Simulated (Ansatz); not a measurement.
Write a Python script for the Ansatz DFT code, driven from Python that makes harmonic frequencies at the relaxed geometry of CH3BFN, SMILES FB1CN1. Level of theory (for the species named): PBE0, def2-SVP basis, multiplicity 1.

```xyz
7

F    -1.0871   -1.9909    0.7121
B    -0.4319   -0.8275    0.1270
C     0.3203    0.5075    0.3378
N    -0.3406    0.4221   -0.8470
H     1.4535    0.4486    0.1664
H    -0.1010    1.2167    1.0864
H     0.2481    0.1556   -1.6284
```

`ch3bfn_freq.py`
```python
# -*- coding: utf-8 -*-
"""Vibrations of CH3BFN."""

import ansatz as az
from ase import Atoms
import numpy as np


def main():
    atoms = Atoms(["F", "B", "C", "N", "H", "H", "H"], positions=[
        (-1.0871, -1.9909, 0.7121),
        (-0.4319, -0.8275, 0.127),
        (0.3203, 0.5075, 0.3378),
        (-0.3406, 0.4221, -0.847),
        (1.4535, 0.4486, 0.1664),
        (-0.101, 1.2167, 1.0864),
        (0.2481, 0.1556, -1.6284),
    ])
    system = az.Crystal.molecule_from_ase(atoms)

    job = (
        system.calculation()
        .basis(gaussian="def2-SVP")
        .functional("PBE0")
    )
    symbols = [site.symbol for site in system.cartesian_sites]
    start = np.array([site.position_ang for site in system.cartesian_sites], dtype=float)
    report = job.relax(force_tolerance=0.003).run(threads=1, pin="off").report
    end = np.array(report["positions_ang"])

    print("final positions (A) and the move of each atom")
    for symbol, xyz, old in zip(symbols, end, start):
        print(f"{symbol:2s} {xyz[0]:10.5f} {xyz[1]:10.5f} {xyz[2]:10.5f}   {np.linalg.norm(xyz - old):7.4f}")

    # same settings at the minimum
    minimum = az.Crystal.molecule()
    for symbol, xyz in zip(symbols, end):
        minimum = minimum.atom(symbol, xyz.tolist())
    vibrating = (
        minimum.calculation()
        .basis(gaussian="def2-SVP")
        .functional("PBE0")
        .phonons(temperatures=(100, 500, 100))
    )
    vib = vibrating.run(threads=1, pin="off").report["vibrations"]
    sums = vib["harmonic_sums"]
    modes = [m["omega_inv_cm"] for m in sums["modes_at_gamma"] if m["rigid_motion"] == "no"]
    print("frequencies (1/cm):", " ".join(f"{w:.0f}" for w in modes))
    print("imaginary modes:", sum(w < 0 for w in modes), " zero-point energy:", round(sums["zero_point_energy_ev"], 4), "eV")
    print("T (K)   F_vib (eV)   S_vib (meV/K)   C_vib (meV/K)")
    for row in zip(sums["temperatures_k"], sums["vibrational_free_energy_ev"], vib["entropy_ev_per_k"], vib["heat_capacity_ev_per_k"]):
        print(f"{row[0]:6.1f} {row[1]:11.4f} {1000 * row[2]:13.4f} {1000 * row[3]:15.4f}")

    # all hydrogen replaced by deuterium
    heavier = vibrating.phonons(masses={"H": 2.014102}).run(threads=1, pin="off").report["vibrations"]["harmonic_sums"]
    print("deuterated (1/cm):", " ".join(f"{m['omega_inv_cm']:.0f}" for m in heavier["modes_at_gamma"] if m["rigid_motion"] == "no"))
    print("zero-point energy falls by", round(sums["zero_point_energy_ev"] - heavier["zero_point_energy_ev"], 4), "eV")


if __name__ == "__main__":
    main()
```

```console
$ python ch3bfn_freq.py
final positions (A) and the move of each atom
F    -1.05226   -1.91323    0.55872    0.1754
B    -0.44411   -0.80622    0.18981    0.0674
C     0.40208    0.46545    0.44269    0.1395
N    -0.16848    0.00216   -0.85322    0.4539
H     1.49846    0.42970    0.53696    0.3738
H    -0.03231    1.38222    0.87054    0.2805
H    -0.14206    0.37202   -1.79120    0.4749
frequencies (1/cm): 279 414 503 703 924 951 1017 1066 1111 1256 1474 1766 3069 3148 3702
imaginary modes: 0  zero-point energy: 1.3255 eV
T (K)   F_vib (eV)   S_vib (meV/K)   C_vib (meV/K)
 100.0      1.3253        0.0101          0.0377
 200.0      1.3214        0.0747          0.1694
 300.0      1.3093        0.1719          0.3213
 400.0      1.2866        0.2846          0.4657
 500.0      1.2522        0.4019          0.5859
deuterated (1/cm): 219 385 445 643 729 758 843 847 979 1118 1196 1737 2229 2343 2732
zero-point energy falls by 0.259 eV
```

Notes:
- These settings explore the input space; basis and method may be short of convergence.
- The frequencies are harmonic and unscaled, in a modest basis. The result belongs to the one conformer reached from this start, and soft torsions count as harmonic oscillators.
- Run time: 2.4 min on 1 thread of Arm Neoverse V1, on a shared host, peak memory 0.23 GiB.

(A comment or docstring line of the script was reworded after the run, the code is as it ran; lines on the test bed's own set-up are left out of the output.)
